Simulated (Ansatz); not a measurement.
**C6H16F2Ga2: a ladder of functionals and wavefunction methods**

An exercise on one series of results from a longer session: the logs are not shown, and one member is left open.

Method: functionals in def2-TZVPP, the program's frozen cores in correlated methods; program: Ansatz 0.2.0, Gaussian basis.

Levels to be run: LDA (SPW92), PBE-D4, revPBE-D4, BLYP-D4, r2SCAN-D4, B97M-V, PBE0-D4, B3LYP-D4, r2SCANh-D4, r2SCAN0-D4, HSE06-D4, BHLYP-D4, CAM-B3LYP-D4, LC-ωPBE, ωB97X-V, ωB97M-V, B2PLYP, PBE-QIDH; CCSD(T)/def2-SVP; MP2/def2-TZVPP; MP2/def2-QZVPP; RPA on PBE.

1 further run of the same task is left out (it didn't finish).

## The relaxed structure

An earlier PBE0-D4 in a triple-zeta def2 set relaxation fixed the geometry.

SMILES `C[CH2][Ga@-]1([CH3])[F+][Ga@-]([CH3])([CH2]C)[F+]1`, 26 atoms, charge 0, spin multiplicity 1.

Atoms are counted from 1 here; the program's logs count them from 0.

Bond lengths: C1–C2 1.524 Å, C1–H11 1.092 Å, C1–H12 1.093 Å, C1–H13 1.094 Å, C2–Ga3 1.963 Å, C2–H14 1.095 Å, C2–H15 1.095 Å, Ga3–C4 1.955 Å, Ga3–F5 1.960 Å, Ga3–F10 1.958 Å, C4–H16 1.092 Å, C4–H17 1.092 Å, C4–H18 1.091 Å, F5–Ga6 1.958 Å, Ga6–C7 1.955 Å, Ga6–C8 1.964 Å, Ga6–F10 1.961 Å, C7–H19 1.091 Å and more. Angles: C2–C1–H11 111.5°, C2–C1–H12 111.6°, C2–C1–H13 111.6°, H11–C1–H12 107.2°, H11–C1–H13 107.4°, H12–C1–H13 107.3°, C1–C2–Ga3 114.7°, C1–C2–H14 110.5°, C1–C2–H15 110.6°, Ga3–C2–H14 107.3°, Ga3–C2–H15 107.7°, H14–C2–H15 105.6°, C2–Ga3–C4 135.8°, C2–Ga3–F5 107.4°, C2–Ga3–F10 107.0°, C4–Ga3–F5 106.2°, C4–Ga3–F10 106.6°, F5–Ga3–F10 79.5° and more.

Coordinates:

```
C     1.0351   -0.2600    2.5561
C     0.7419    1.2229    2.3606
Ga   -0.2137    1.6595    0.7026
C    -0.9601    3.2776   -0.1007
F    -1.5261    0.2376    0.3921
Ga   -0.7083   -0.6718   -1.1376
C    -1.6579   -0.0315   -2.7220
C     0.0116   -2.3890   -0.5123
C     1.4675   -2.6156   -0.9141
F     0.6650    0.6710   -0.7414
H     0.1153   -0.8486    2.5889
H     1.6464   -0.6592    1.7432
H     1.5746   -0.4450    3.4899
H     1.6720    1.8018    2.3624
H     0.1519    1.6120    3.1973
H    -1.8348    3.6161    0.4588
H    -0.2293    4.0887   -0.1069
H    -1.2653    3.0809   -1.1295
H    -1.8994    1.0270   -2.6158
H    -1.0453   -0.1574   -3.6174
H    -2.5879   -0.5842   -2.8701
H    -0.6194   -3.1960   -0.8972
H    -0.0917   -2.4094    0.5760
H     1.8512   -3.5614   -0.5199
H     1.5902   -2.6473   -2.0004
H     2.1165   -1.8188   -0.5428
```

Set-up of the first run:

The input, in.yaml:

```yaml
crystal:
  periodic: [false, false, false]
  atoms:
    - {symbol: C, position_ang: [1.035129, -0.259967, 2.556129]}
    - {symbol: C, position_ang: [0.741902, 1.222934, 2.360609]}
    - {symbol: Ga, position_ang: [-0.213709, 1.659534, 0.702582]}
    - {symbol: C, position_ang: [-0.960128, 3.277567, -0.100728]}
    - {symbol: F, position_ang: [-1.526150, 0.237595, 0.392052]}
    - {symbol: Ga, position_ang: [-0.708331, -0.671808, -1.137553]}
    - {symbol: C, position_ang: [-1.657857, -0.031537, -2.721963]}
    - {symbol: C, position_ang: [0.011649, -2.389003, -0.512316]}
    - {symbol: C, position_ang: [1.467548, -2.615621, -0.914112]}
    - {symbol: F, position_ang: [0.665014, 0.670983, -0.741369]}
    - {symbol: H, position_ang: [0.115331, -0.848559, 2.588944]}
    - {symbol: H, position_ang: [1.646392, -0.659166, 1.743242]}
    - {symbol: H, position_ang: [1.574640, -0.444988, 3.489877]}
    - {symbol: H, position_ang: [1.671972, 1.801770, 2.362450]}
    - {symbol: H, position_ang: [0.151900, 1.611973, 3.197329]}
    - {symbol: H, position_ang: [-1.834785, 3.616051, 0.458807]}
    - {symbol: H, position_ang: [-0.229286, 4.088671, -0.106856]}
    - {symbol: H, position_ang: [-1.265346, 3.080942, -1.129514]}
    - {symbol: H, position_ang: [-1.899405, 1.027046, -2.615823]}
    - {symbol: H, position_ang: [-1.045309, -0.157448, -3.617370]}
    - {symbol: H, position_ang: [-2.587946, -0.584200, -2.870141]}
    - {symbol: H, position_ang: [-0.619427, -3.195961, -0.897180]}
    - {symbol: H, position_ang: [-0.091659, -2.409372, 0.575970]}
    - {symbol: H, position_ang: [1.851169, -3.561350, -0.519878]}
    - {symbol: H, position_ang: [1.590221, -2.647292, -2.000367]}
    - {symbol: H, position_ang: [2.116459, -1.818762, -0.542789]}
basis:
  gaussian: {orbitals: def2-TZVPP}
hamiltonian: {xc: lda}
output: {orbitals: {seedname: orbitals}}
```

Among the steps run: LDA; PBE-D4 (GGA); revPBE-D4 (GGA); BLYP-D4 (GGA); r2SCAN-D4 (meta-GGA); B97M-V (meta-GGA); PBE0-D4 (hybrid); B3LYP-D4 (hybrid); r2SCANh-D4 (hybrid); r2SCAN0-D4 (hybrid); HSE06-D4 (hybrid); BHLYP-D4 (hybrid); CAM-B3LYP-D4 (range-separated); LC-ωPBE (range-separated); ωB97X-V (range-separated); ωB97M-V (range-separated); B2PLYP (double hybrid); PBE-QIDH (double hybrid).

One table of the session follows, with a row left open; its other results are not shown here.

It belongs to the step «Orbital energies across the functionals». 

```
  functional  HOMO (eV)  gap (eV)
 LDA (SPW92)      -6.31      5.46
      PBE-D4      -6.15      5.61
   revPBE-D4      -6.09      5.71
     BLYP-D4      -6.03      5.56
   r2SCAN-D4      -6.41      6.24
      B97M-V      -6.48      6.06
     PBE0-D4      -7.39      7.69
    B3LYP-D4      -7.18      7.20
  r2SCANh-D4      -6.86      6.98
  r2SCAN0-D4      -7.56      8.08
    HSE06-D4      -6.99      6.93
    BHLYP-D4      -8.53      9.58
CAM-B3LYP-D4      -8.73      9.89
     LC-ωPBE          ?         ?
     ωB97X-V      -9.71     11.90
     ωB97M-V      -9.59     11.43
```

Q: Estimate the row for LC-ωPBE from the others.

As computed: HOMO (eV): -10.07; gap (eV): 12.49. In the column «HOMO (eV)» it is the lowest.
